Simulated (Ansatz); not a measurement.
# CH7ClO2Si2: up Jacob's ladder to CCSD(T)

An exercise on one series of results from a longer session: the logs are not shown, and one member is left open.

Program: Ansatz 0.2.0, Gaussian basis. Level of theory: functionals in def2-TZVPP, the program's frozen cores in correlated methods. These are calculated values, not measurements.

Levels to be run: PBE-D4, r2SCAN-D4, PBE0-D4, B3LYP-D4, ωB97X-V, ωB97M-V, B2PLYP; CCSD(T)/def2-TZVPP; MP2/def2-QZVPP; extrapolation to the limit.

## The geometry

All runs share one geometry, relaxed beforehand with PBE0-D4 in a triple-zeta def2 set.

SMILES `CO[Si](O)([SiH3])Cl`, 13 atoms, charge 0, spin multiplicity 1.

Atoms are counted from 1 here; the program's logs count them from 0.

Bond lengths: C1–O2 1.412 Å, C1–H7 1.094 Å, C1–H8 1.095 Å, C1–H9 1.090 Å, O2–Si3 1.630 Å, Si3–O4 1.626 Å, Si3–Si5 2.333 Å, Si3–Cl6 2.073 Å, O4–H10 0.960 Å, Si5–H11 1.488 Å, Si5–H12 1.485 Å, Si5–H13 1.486 Å. Angles: O2–C1–H7 111.1°, O2–C1–H8 111.3°, O2–C1–H9 107.9°, H7–C1–H8 108.8°, H7–C1–H9 109.0°, H8–C1–H9 108.6°, C1–O2–Si3 126.5°, O2–Si3–O4 108.2°, O2–Si3–Si5 114.5°, O2–Si3–Cl6 107.1°, O4–Si3–Si5 108.3°, O4–Si3–Cl6 110.5°, Si5–Si3–Cl6 108.2°, Si3–O4–H10 118.3°, Si3–Si5–H11 108.6°, Si3–Si5–H12 110.1°, Si3–Si5–H13 110.5°, H11–Si5–H12 109.1° and more.

Set-up of the first run:

File in.yaml:

```yaml
crystal:
  periodic: [false, false, false]
  atoms:
    - {symbol: C, position_ang: [-1.320745, 0.943454, -1.374931]}
    - {symbol: O, position_ang: [0.044680, 0.852464, -1.028814]}
    - {symbol: Si, position_ang: [0.757299, -0.361331, -0.207563]}
    - {symbol: O, position_ang: [2.368579, -0.161418, -0.303686]}
    - {symbol: Si, position_ang: [0.166817, -0.484118, 2.046257]}
    - {symbol: Cl, position_ang: [0.189464, -2.133048, -1.121270]}
    - {symbol: H, position_ang: [-1.636572, 0.078064, -1.964404]}
    - {symbol: H, position_ang: [-1.953048, 1.013359, -0.483890]}
    - {symbol: H, position_ang: [-1.456483, 1.847206, -1.969731]}
    - {symbol: H, position_ang: [2.763998, -0.058033, -1.172177]}
    - {symbol: H, position_ang: [-1.314639, -0.582546, 2.143327]}
    - {symbol: H, position_ang: [0.774394, -1.688398, 2.667499]}
    - {symbol: H, position_ang: [0.616245, 0.734326, 2.769392]}
basis:
  gaussian: {orbitals: def2-TZVPP}
hamiltonian: {xc: pbe, dispersion: d4}
output: {forces: true, orbitals: {seedname: orbitals}}
```

Started as:

```bash
ansatz run in.yaml --threads 2 --pin off --events-out ev --progress --plain --max-ram 32768MiB --backend cuda --devices 0, --max-vram 18GiB
```

Among the steps run: PBE-D4 (GGA); r2SCAN-D4 (meta-GGA); PBE0-D4 (hybrid); B3LYP-D4 (hybrid); ωB97X-V (range-separated); ωB97M-V (range-separated); B2PLYP (double hybrid); CCSD(T) in def2-TZVPP; MP2 in def2-QZVPP.

One table of the session follows, with a row left open; its other results are not shown here.

It belongs to the step «Atomisation energies». 

| method | atomisation energy (kcal/mol) |
| --- | --- |
| PBE-D4 | 1126.5 |
| r2SCAN-D4 | 1120.0 |
| PBE0-D4 | 1109.6 |
| B3LYP-D4 | 1113.0 |
| ωB97X-V | 1123.2 |
| ωB97M-V | 1120.6 |
| B2PLYP | ? |
| HF/def2-TZVPP | 818.1 |
| MP2/def2-TZVPP | 1107.0 |
| CCSD/def2-TZVPP | 1072.9 |
| CCSD(T)/def2-TZVPP | 1088.5 |
| MP2/CBS | 1139.9 |
| CCSD(T)/CBS | 1121.4 |

**Question.** Estimate the row for B2PLYP.

The run gave: atomisation energy (kcal/mol): 1101.5. In the column «atomisation energy (kcal/mol)» it lies between CCSD(T)/def2-TZVPP (1088.5) and MP2/def2-TZVPP (1107.0).
